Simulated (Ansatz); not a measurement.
This script drives the Ansatz DFT code, driven from Python.

`run_bend.py`:
```python
# -*- coding: utf-8 -*-
"""Energy of GeH4Se against one bond angle."""

import ansatz as az
from ase import Atoms

atoms = Atoms(["Ge", "Se", "H", "H", "H", "H"], positions=[
    [-0.2279, -0.3253, -0.4374],
    [-0.224, 0.9925, 1.5294],
    [0.3553, -1.6559, -0.2079],
    [-1.6741, -0.4783, -0.892],
    [0.4985, 0.4595, -1.5837],
    [1.3144, 0.9434, 1.5454],
])

# start the scan from a relaxed geometry
first = az.Crystal.molecule_from_ase(atoms).calculation()
first = first.basis(gaussian="def2-TZVP")
first = first.functional("hf")
first = first.relax(force_tolerance=0.02, max_steps=80)
atoms.positions = first.run().report["positions_ang"]

rows = []
for angle in [85, 95, 105, 115, 125, 140, 160]:
    bent = atoms.copy()
    bent.set_angle(0, 1, 5, angle, indices=[5])
    calc = az.Crystal.molecule_from_ase(bent).calculation()
    calc = calc.basis(gaussian="def2-TZVP")
    calc = calc.functional("hf")
    rows.append((angle, calc.run().report["free_energy_ev"]))
floor = min(e for _, e in rows)
for angle, e in rows:
    print(f"angle Ge0-Se1-H5 = {angle:3d} deg   {1000 * (e - floor):9.1f} meV")
```

It is started by `python run_bend.py`. Estimate its wall time and peak memory on 1 thread of Arm Neoverse V1, with other jobs on the host.

It took about 29 s, with a peak of 0.33 GiB, for 8 runs of the engine.

Running `python run_bend.py` prints:
```text
angle Ge0-Se1-H5 =  85 deg        60.7 meV
angle Ge0-Se1-H5 =  95 deg         0.0 meV
angle Ge0-Se1-H5 = 105 deg        57.1 meV
angle Ge0-Se1-H5 = 115 deg       222.3 meV
angle Ge0-Se1-H5 = 125 deg       483.9 meV
angle Ge0-Se1-H5 = 140 deg      1020.0 meV
angle Ge0-Se1-H5 = 160 deg      1839.3 meV
```

The scan is rigid, and the energies are electronic, in a modest basis. The zero is the lowest point of the grid, which needn't be the minimum.
